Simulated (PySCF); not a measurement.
# The bond of ZnN, level by level

The task here is to estimate one member of a computed series from the others.

The runs use PySCF 2.14.0; Zn def2-TZVPPD, N def2-TZVPPD, no relativity.

1 further run of the same task is left out (set aside as unsound or not needed).

Set-up of the first run:

A driver script around PySCF takes these settings:

```
atoms                         : Zn, N
charge                        : 0
basis                         : Zn def2-TZVPPD, N def2-TZVPPD
Hamiltonian                   : no relativity
basis functions               : 104
electrons treated             : 37
masses in u                   : 63.9291, 14.0031
levels                        : PBE0, PBE, r²SCAN, PW91, r²SCANh, revPBE, BP86, B2PLYP, ωB97X-V
grid                          : 80 radial by 434 angular points
occupations                   : held fixed by the projection of orbital angular momentum
dissociation limit            : Zn + N, each in its ground configuration
starting distance in angstrom : 1.845
values of 2S to try           : 1, 3
```

Command:

```console
OMP_NUM_THREADS=2 python dia.py task.json out
```

Among the steps run: Input; First curve: PBE0; Higher solutions at PBE0; PBE; r²SCAN; PW91; r²SCANh (hybrid meta-GGA); revPBE; BP86; B2PLYP; ωB97X-V (range-separated hybrid).

One of the session's tables, all rows but one given; the rest of the session is left out.

It belongs to the step «The curves together». Energy (eV) from each level's lowest point:

```
R (Å)    PBE  revPBE   PW91   BP86  r²SCAN
1.760  0.388   0.434  0.382  0.389   0.344
1.841  0.164   0.194  0.159  0.164   0.133
1.923  0.048   0.065  0.045  0.048   0.031
1.985  0.010   0.017  0.008  0.010   0.002
2.046  0.000   0.000  0.000  0.000   0.000
2.107  0.010   0.003  0.012  0.010   0.017
2.189  0.044   0.029  0.047  0.044   0.057
2.292  0.104   0.078  0.107  0.104   0.120
2.414      ?       ?      ?      ?       ?
2.578  0.277   0.229  0.282  0.278   0.288
```

**Question.** Estimate the row for R (Å) = 2.414.

Worked estimate for «PBE». A straight line through the neighbours (2.292, 0.104) and (2.578, 0.277) gives 0.104 + (0.277 − 0.104) × (2.414 − 2.292) / (2.578 − 2.292) = 0.178; a parabola fitted to 3 rows on both sides gives 0.177.

As computed: PBE: 0.182; revPBE: 0.146; PW91: 0.186; BP86: 0.182; r²SCAN: 0.198. In «PBE» the line misses by -0.004 and the parabola by -0.005.
